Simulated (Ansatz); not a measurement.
Write a Python script for Ansatz 0.2.0, Python API that makes a convergence test of the k-point mesh of Al, space group Fm-3m. Settings (first run): PBE, PAW, the default cutoff (420 eV here), 3×3×3 k-points, cold smearing of 0.1 eV. The script varies spacing (1/A): 1.0, 0.6, 0.4, 0.3.

```xyz
1
Lattice="0.0000 2.0248 2.0248 2.0248 0.0000 2.0248 2.0248 2.0248 0.0000" Properties=species:S:1:pos:R:3 pbc="T T T"
Al    0.0000    0.0000    0.0000
```

`al_kconv.py`:
```python
"""k-point test for Al."""

import ansatz as az
from tabulate import tabulate

al = (
    az.Lattice.of((0.0, 2.02481, 2.02481), (2.02481, 0.0, 2.02481), (2.02481, 2.02481, 0.0))
    .atom("Al", (0.0, 0.0, 0.0))
)

calculation = (
    al.calculation()
    .functional(az.Functional.PBE)
    .pseudopotentials("paw")
    .occupations("cold", width=0.1)  # smearing steadies the SCF of a metal
    .scf(tolerance=1e-10)
    .stress()
)

rows = []
for value in [1.0, 0.6, 0.4, 0.3]:
    r = calculation.kpoints(spacing=value).run(threads=1, backend="cpu").report
    rows.append((value, r["free_energy_ev"] / len(r["lattice"]["sites"]), r["n_iterations"], sum(r["stress_gpa"][i][i] for i in range(3)) / 3, r["n_kpoints"]))

print(tabulate(rows, headers=["spacing (1/A)", "F/atom (eV)", "iterations", "P (GPa)", "k-points"], floatfmt=".4f", tablefmt="github"))

# the last row is the reference
for row in rows[:-1]:
    shift = 1000 * (row[1] - rows[-1][1])
    print(f"{row[0]}: {shift:+.2f} meV/atom" + ("  (within 1 meV)" if abs(shift) < 1 else ""))
```

```console
$ python al_kconv.py
DeckWarning: basis.ecutwfc = 420 eV, auto-derived from the records' recommended cutoffs: set by Al (normal level)
|   spacing (1/A) |   F/atom (eV) |   iterations |   P (GPa) |   k-points |
|-----------------|---------------|--------------|-----------|------------|
|          1.0000 |     -536.9250 |            5 |   -1.3936 |          4 |
|          0.6000 |     -537.4443 |            5 |    1.3941 |         10 |
|          0.4000 |     -537.5479 |            5 |   -1.0190 |         20 |
|          0.3000 |     -537.4726 |            5 |   -0.1016 |         35 |
1.0: +547.56 meV/atom
0.6: +28.30 meV/atom
0.4: -75.33 meV/atom
```
(Warnings from the package without file and line.)

Caveats:
- Pressure is positive in compression.
- Shifts are counted from the finest mesh, which is itself no proven limit.
- Timing: 1.4 s on 1 thread of Arm Neoverse V1, with other jobs on the host, peak memory 0.3 GiB.
